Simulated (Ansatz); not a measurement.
# CH9AlOSi: the cost of one run

Method: RKS B3LYP-D4/def2-SVP, in Ansatz 0.2.0.

**1. The starting structure**

Bond lengths: Al1–Si2 2.712 Å, Al1–H3 1.550 Å, Al1–H4 1.555 Å, Al1–O6 2.176 Å, O6–C7 1.400 Å, Si2–H8 1.482 Å, Si2–H9 1.476 Å, Si2–H10 1.473 Å, C7–H11 1.092 Å, C7–H12 1.094 Å, C7–H13 1.095 Å. Angles (14 of 19 angles, heavy atoms first): Si2–Al1–O6 79.4°, Al1–O6–C7 165.7°, Al1–Si2–H8 90.6°, Al1–Si2–H9 117.7°, Al1–Si2–H10 132.9°, Si2–Al1–H3 113.1°, Si2–Al1–H4 115.1°, H3–Al1–O6 115.9°, H4–Al1–O6 113.3°, O6–C7–H11 109.2°, O6–C7–H12 110.0°, O6–C7–H13 110.3°, H8–Si2–H9 102.9°, H8–Si2–H10 102.4°.

Structure file:

```xyz
13

Al   -1.4435   -0.6678    0.5895
Si    1.1096   -1.5603    0.7838
H    -2.3511   -1.5981   -0.2549
H    -2.0696   -0.1630    1.9203
H     0.3136   -0.0722   -0.0313
O    -0.3925    0.8872   -0.5117
C    -0.0279    2.0412   -1.2150
H     0.7208   -2.4841    1.8759
H     1.5983   -2.4767   -0.2647
H     2.3475   -0.9554    1.3059
H    -0.8848    2.7157   -1.2686
H     0.7912    2.5506   -0.6986
H     0.2883    1.7830   -2.2306
```

**2. A restrained relaxation towards end A**

Springs on the bonds that form and break draw the guess towards this end; the thresholds are loose.

Input file input.yaml:

```yaml
crystal:
  periodic: [false, false, false]
  atoms:
    - { symbol: Al, position_ang: [-1.4435, -0.6678, 0.5895] }
    - { symbol: Si, position_ang: [1.1096, -1.5603, 0.7838] }
    - { symbol: H, position_ang: [-2.3511, -1.5981, -0.2549] }
    - { symbol: H, position_ang: [-2.0696, -0.163, 1.9203] }
    - { symbol: H, position_ang: [0.3136, -0.0722, -0.0313] }
    - { symbol: O, position_ang: [-0.3925, 0.8872, -0.5117] }
    - { symbol: C, position_ang: [-0.0279, 2.0412, -1.215] }
    - { symbol: H, position_ang: [0.7208, -2.4841, 1.8759] }
    - { symbol: H, position_ang: [1.5983, -2.4767, -0.2647] }
    - { symbol: H, position_ang: [2.3475, -0.9554, 1.3059] }
    - { symbol: H, position_ang: [-0.8848, 2.7157, -1.2686] }
    - { symbol: H, position_ang: [0.7912, 2.5506, -0.6986] }
    - { symbol: H, position_ang: [0.2883, 1.783, -2.2306] }
basis:
  gaussian: { orbitals: def2-SVP }
hamiltonian:
  xc: b3lyp
  dispersion: d4
relax:
  f_tol: 0.15
  max_steps: 25
  restrain:
    - { distance: [0, 5], at: 3.17, k: 30.0 }
    - { distance: [4, 1], at: 2.72, k: 30.0 }
    - { distance: [0, 1], at: 2.32, k: 30.0 }
    - { distance: [4, 5], at: 0.97, k: 30.0 }
```

Launch:

```
$ ansatz run input.yaml --threads 2 --pin off --max-ram 3072MiB --backend cpu --events-out ev --progress --plain --runs-dir out
```

**Question.** How long does this run take on 2 threads of Intel Xeon 6975P-C (Granite Rapids), shared host, and how much memory does it need?

About 17 s, with a peak of 0.24 GiB.
